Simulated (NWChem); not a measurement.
# AsH3 (arsine) at 6 levels

We compute a comparison of 6 runs (BLYP/cc-pVTZ, PBE/cc-pVTZ, SVWN5/cc-pVTZ, revPBE/cc-pVTZ, CCSD/cc-pVTZ, CCSD(T)/cc-pVTZ) of AsH3 (arsine). 

Program for the calculation: NWChem 7.3.0.

### Step 1. The molecule

AsH3: 4 atoms, total charge 0, spin state singlet. SMILES: `[AsH3]`. Geometry: relaxed at PBE0-D4/def2-TZVP.

Bond lengths: As1–H2 1.522 Å, As1–H3 1.522 Å, As1–H4 1.522 Å. Angles: H2–As1–H3 92.0°, H2–As1–H4 92.0°, H3–As1–H4 92.0°.

### Step 2. Energy and gradient at BLYP/cc-pVTZ (run 1)

input.xyz reads:

```xyz
4
AsH3
As    -0.215800     0.487600    -0.346000
H      0.349900     0.630300     1.059400
H     -1.068000    -0.705500     0.061100
H      0.933900    -0.412500    -0.774500
```

input.nw reads:

```
start input
title "AsH3"
memory 2200 mb
geometry units angstroms noautosym nocenter noautoz
   load input.xyz
end
basis spherical bse
   * library cc-pVTZ
end
dft
   xc becke88 lyp
   grid xfine
   convergence energy 1e-08
   maxiter 100
   mulliken
end
task dft gradient
```

The run is started by

```sh
$ nwchem input.nw > input.out
```

The log of the run:

```text
[...]
          Wavefunction type:  closed shell.
          No. of atoms     :     4
          No. of electrons :    36
[...]
          Charge           :     0
          Spin multiplicity:     1
[...]
          AO basis - number of functions:    85
[...]
              XC Information
              --------------
                    Becke 1988 Exchange Functional  1.000
              Lee-Yang-Parr Correlation Functional  1.000
[...]
 d= 0,ls=0.0,diis     1  -2237.7214041215 -2.27D+03  4.98D-03  4.47D-01    15.1
[...]
 d= 0,ls=0.0,diis     8  -2237.7449729921 -2.02D-09  1.77D-08  2.81D-12    73.6
         Total DFT energy =    -2237.744972992136
      One electron energy =    -3185.576365185061
           Coulomb energy =      996.822681623525
    Exchange-Corr. energy =      -84.144469913456
 Nuclear repulsion energy =       35.153180482855
[...]
  wavefunction    = closed shell
                         DFT ENERGY GRADIENTS
    atom               coordinates                        gradient
                 x          y          z           x          y          z
   1 As     -0.407803   0.921430  -0.653845    0.003218  -0.007295   0.005179
   2 H       0.661215   1.191094   2.001976   -0.001989  -0.000171  -0.004822
   3 H      -2.018227  -1.333202   0.115462    0.002668   0.004219  -0.001548
   4 H       1.764815  -0.779512  -1.463593   -0.003897   0.003247   0.001192
[...]
```

Run time: 95 s. Hardware: 1 thread of Intel Xeon Platinum 8375C at 2.90GHz (Ice Lake), shared host; peak memory 0.15 GiB.

### Step 3. Energy and forces at PBE/cc-pVTZ (run 2)

work.nw reads:

```
start work
memory 2200 mb

geometry units angstroms noautosym nocenter noautoz
   As      -0.215800       0.487600      -0.346000
   H        0.349900       0.630300       1.059400
   H       -1.068000      -0.705500       0.061100
   H        0.933900      -0.412500      -0.774500
end

basis spherical bse
   As library cc-pVTZ
   H library cc-pVTZ
end

dft
   xc xpbe96 cpbe96
   grid xfine
   convergence energy 1e-08
   iterations 100
   mulliken
end

task dft gradient
```

The run is started by

```sh
$ nwchem work.nw > work.out
```

The log of the run:

```text
[...]
          Wavefunction type:  closed shell.
          No. of atoms     :     4
          No. of electrons :    36
[...]
          Charge           :     0
          Spin multiplicity:     1
[...]
          AO basis - number of functions:    85
[...]
              XC Information
              --------------
          PerdewBurkeErnzerhof Exchange Functional  1.000
            Perdew 1991 LDA Correlation Functional  1.000 local
           PerdewBurkeErnz. Correlation Functional  1.000 non-local
[...]
 d= 0,ls=0.0,diis     1  -2237.3390594065 -2.27D+03  4.32D-03  3.96D-01    15.6
[...]
 d= 0,ls=0.0,diis     7  -2237.3581420890 -6.54D-09  4.91D-07  4.78D-09    65.4
         Total DFT energy =    -2237.358142088956
      One electron energy =    -3185.783095656122
           Coulomb energy =      997.030786914285
    Exchange-Corr. energy =      -83.759013829975
 Nuclear repulsion energy =       35.153180482855
[...]
  wavefunction    = closed shell
                         DFT ENERGY GRADIENTS
    atom               coordinates                        gradient
                 x          y          z           x          y          z
   1 As     -0.407803   0.921430  -0.653845    0.002976  -0.006749   0.004791
   2 H       0.661215   1.191094   2.001976   -0.001691   0.000266  -0.003956
   3 H      -2.018227  -1.333202   0.115462    0.001858   0.003613  -0.001461
   4 H       1.764815  -0.779512  -1.463593   -0.003143   0.002870   0.000626
[...]
```

Wall time 87 s (1 thread of Intel Xeon Platinum 8375C at 2.90GHz (Ice Lake), shared host); peak memory 0.15 GiB.

Run 3 isn't shown in full; the table further down has it.

### Step 4. Energy and gradient at revPBE/cc-pVTZ (run 4)

job.nw reads:

```
start job
memory 2200 mb

geometry units angstrom noautosym nocenter noautoz
As      -0.215800       0.487600      -0.346000
H        0.349900       0.630300       1.059400
H       -1.068000      -0.705500       0.061100
H        0.933900      -0.412500      -0.774500
end

basis "ao basis" spherical bse
* library cc-pVTZ
end

dft
xc revpbe cpbe96
grid xfine
convergence energy 1e-08
iterations 100
mulliken
print medium
end

task dft gradient
```

The run is started by

```sh
$ nwchem job.nw > job.out
```

The log of the run:

```text
[...]
          Wavefunction type:  closed shell.
          No. of atoms     :     4
          No. of electrons :    36
[...]
          Charge           :     0
          Spin multiplicity:     1
[...]
          AO basis - number of functions:    85
[...]
              XC Information
              --------------
                        RevPBE Exchange Functional  1.000
            Perdew 1991 LDA Correlation Functional  1.000 local
           PerdewBurkeErnz. Correlation Functional  1.000 non-local
[...]
 d= 0,ls=0.0,diis     1  -2237.5073207024 -2.27D+03  4.30D-03  3.72D-01    15.7
[...]
 d= 0,ls=0.0,diis     8  -2237.5262746159 -9.07D-10  2.46D-08  4.48D-12    72.6
         Total DFT energy =    -2237.526274615919
      One electron energy =    -3185.807003881675
           Coulomb energy =      997.063337149754
    Exchange-Corr. energy =      -83.935788366853
 Nuclear repulsion energy =       35.153180482855
[...]
  wavefunction    = closed shell
                         DFT ENERGY GRADIENTS
    atom               coordinates                        gradient
                 x          y          z           x          y          z
   1 As     -0.407803   0.921430  -0.653845    0.003317  -0.007519   0.005337
   2 H       0.661215   1.191094   2.001976   -0.001988  -0.000001  -0.004761
   3 H      -2.018227  -1.333202   0.115462    0.002498   0.004228  -0.001607
   4 H       1.764815  -0.779512  -1.463593   -0.003826   0.003291   0.001031
[...]
```

Wall time 94 s (1 thread of Intel Xeon Platinum 8375C at 2.90GHz (Ice Lake), shared host); peak memory 0.15 GiB.

Run 5 isn't shown in full; the table further down has it.

### Step 5. The energy at CCSD(T)/cc-pVTZ (run 6)

ash3.nw reads:

```
start ash3
memory total 2200 mb

geometry noautosym nocenter noautoz
 As    -0.215800     0.487600    -0.346000
 H      0.349900     0.630300     1.059400
 H     -1.068000    -0.705500     0.061100
 H      0.933900    -0.412500    -0.774500
end

basis spherical bse
 As library cc-pVTZ
 H library cc-pVTZ
end

scf
 thresh 1e-08
 maxiter 80
 noprint "final vectors analysis"
end

ccsd
 freeze core 9
 maxiter 60
end

task ccsd(t) energy
```

The run is started by

```sh
$ nwchem ash3.nw > ash3.out
```

The log of the run:

```text
[...]
  functions       =    85
[...]
  wavefunction    = RHF
[...]
         Total SCF energy =  -2235.973385616117
      One-electron energy =  -3186.956145247983
      Two-electron energy =    915.829579149010
 Nuclear repulsion energy =     35.153180482855
        Time for solution =    126.9s
[...]
 Total MP2 energy:          -2236.205099511474145
[...]
             energy      energy      error      ampl     ampl      Block
                                                time     time      time
[...]
 Total CCSD energy:          -2236.228133159910158
[...]
 Total CCSD+T(CCSD) energy:          -2236.237715495262364
[...]
 Total CCSD(T) energy:               -2236.237243611555186
[...]
```

It took 6.6 min on 1 thread of Intel Xeon Platinum 8375C at 2.90GHz (Ice Lake), shared host; peak memory 0.21 GiB.

### Step 6. The series

```
run            level      task  integration grid   energy (Eh)  dipole moment (D)  HOMO energy (eV)  LUMO energy (eV)  wall time
  1     BLYP/cc-pVTZ  gradient             xfine  -2237.744973               0.24             -6.62             -0.23       95 s
  2      PBE/cc-pVTZ  gradient             xfine  -2237.358142               0.35             -6.72             -0.28       87 s
  3    SVWN5/cc-pVTZ  gradient             xfine  -2234.391359               0.46             -6.82             -0.39       90 s
  4   revPBE/cc-pVTZ  gradient             xfine  -2237.526275               0.33             -6.69             -0.23       94 s
  5     CCSD/cc-pVTZ    energy                 –  -2236.228133                  –                 –                 –    6.2 min
  6  CCSD(T)/cc-pVTZ    energy                 –  -2236.237244                  –                 –                 –    6.6 min
```

### Step 7. Outcome

| quantity | value |
| --- | --- |
| run 6: total energy | -2236.23724 Eh |
| run 6: correlation energy (9 core orbitals frozen) | -263.9 mEh |
| run 6: (T) correction | -9.11 mEh |

**Reading.** Over runs 1, 2, 3, 4 the dipole moment (its size) runs from 0.24 D (BLYP/cc-pVTZ) to 0.46 D (SVWN5/cc-pVTZ). Over runs 1, 2, 3, 4 the HOMO–LUMO gap runs from 6.39 eV (BLYP/cc-pVTZ) to 6.46 eV (revPBE/cc-pVTZ). Totals of different functionals can't be ranked against each other. All runs together took 19 min, the longest 6.6 min.
